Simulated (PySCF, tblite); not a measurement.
# CH8SSeSi2: geometry, infrared bands and NMR shifts

What infrared bands and NMR shifts should CH8SSeSi2 (`[SiH3]CS[SiH2][SeH]`) show?

The runs use tblite 0.8.0 and PySCF 2.14.0, with density-fitted response routines of our own; the level of theory stands in each step. All values are computed, except where a source is named. Atoms count from 0, in the outputs and in this text.

## Step 1: The starting structure

13 atoms, charge 0, multiplicity 1; geometry from: force field or distance geometry start.

Bonds of the start (Å): Si0–C1 1.87, C1–S2 1.79, S2–Si3 2.14, Si3–Se4 2.29, Si0–H5 1.47, Si0–H6 1.49, Si0–H7 1.47, C1–H8 1.11, C1–H9 1.11, Si3–H10 1.47, Si3–H11 1.48, Se4–H12 1.54.

## Step 2: Geometry optimisation with GFN2-xTB

The job: settings as JSON, then the geometry in Å.

```
{"job": {"kind": "relax", "xc": "GFN2-xTB", "basis": "xTB"}, "charge": 0, "multiplicity": 1}
Si     1.981200     0.494900     0.195000
C      1.058800    -0.397600    -1.171200
S     -0.624700     0.165700    -1.373200
Si    -1.988900    -0.635300     0.066100
Se    -3.219800     1.121300     0.870100
H      3.294100    -0.155100     0.295400
H      2.188800     1.924600    -0.150700
H      1.317100     0.408100     1.498800
H      1.615400    -0.151400    -2.104900
H      1.066500    -1.492800    -1.007500
H     -2.835700    -1.656600    -0.561800
H     -1.296000    -1.202700     1.239300
H     -2.561100     1.577400     2.187000
```

Command:

```console
$ OMP_NUM_THREADS=1 python probes_run.py task.json out
```

This one command runs all jobs of the session in turn.

**Question.** This job is followed by: GFN2-xTB harmonic vibrations, gas phase; GIAO PBE0/pcSseg-1 NMR shielding, non-relativistic, gas phase. Predict these results of the whole session: strongest single infrared mode (GFN2-xTB); zero-point energy (GFN2-xTB); 13C shifts against TMS (PBE0/pcSseg-1); 1H shifts against TMS (PBE0/pcSseg-1, means over atoms taken as alike); 29Si shifts against TMS (PBE0/pcSseg-1); 33S shifts against CS2 (PBE0/pcSseg-1); 77Se shifts against Me2Se (PBE0/pcSseg-1).

The runs gave:

```
                                                              quantity                       value
                             strongest single infrared mode (GFN2-xTB)        690 cm⁻¹, 575 km/mol
                                          zero-point energy (GFN2-xTB)               47.9 kcal/mol
                                13C shifts against TMS (PBE0/pcSseg-1)                     9.5 ppm
1H shifts against TMS (PBE0/pcSseg-1, means over atoms taken as alike)  5.54, 3.98, 1.79, 0.10 ppm
                               29Si shifts against TMS (PBE0/pcSseg-1)            -17.2, -72.4 ppm
                                33S shifts against CS2 (PBE0/pcSseg-1)                    -190 ppm
                             77Se shifts against Me2Se (PBE0/pcSseg-1)                    -534 ppm
```

Over 163 steps the energy fell by 0.431 eV; of the close pairs, Se4–H12 changed most, 1.541 to 1.433 Å. No mode is imaginary among the 33: a minimum at this level. The strongest single mode, at 690 cm⁻¹, moves mainly H10 and H11. Unscaled tight-binding wavenumbers are off by several per cent, some by more. Its intensities can rank the bands wrongly. At PBE0/pcSseg-1: Shielding is most anisotropic at Se4 (span 666 ppm, paramagnetic term -708 ppm). Spin-orbit coupling is left out, which matters for shieldings and couplings at and beside the heavy atoms.
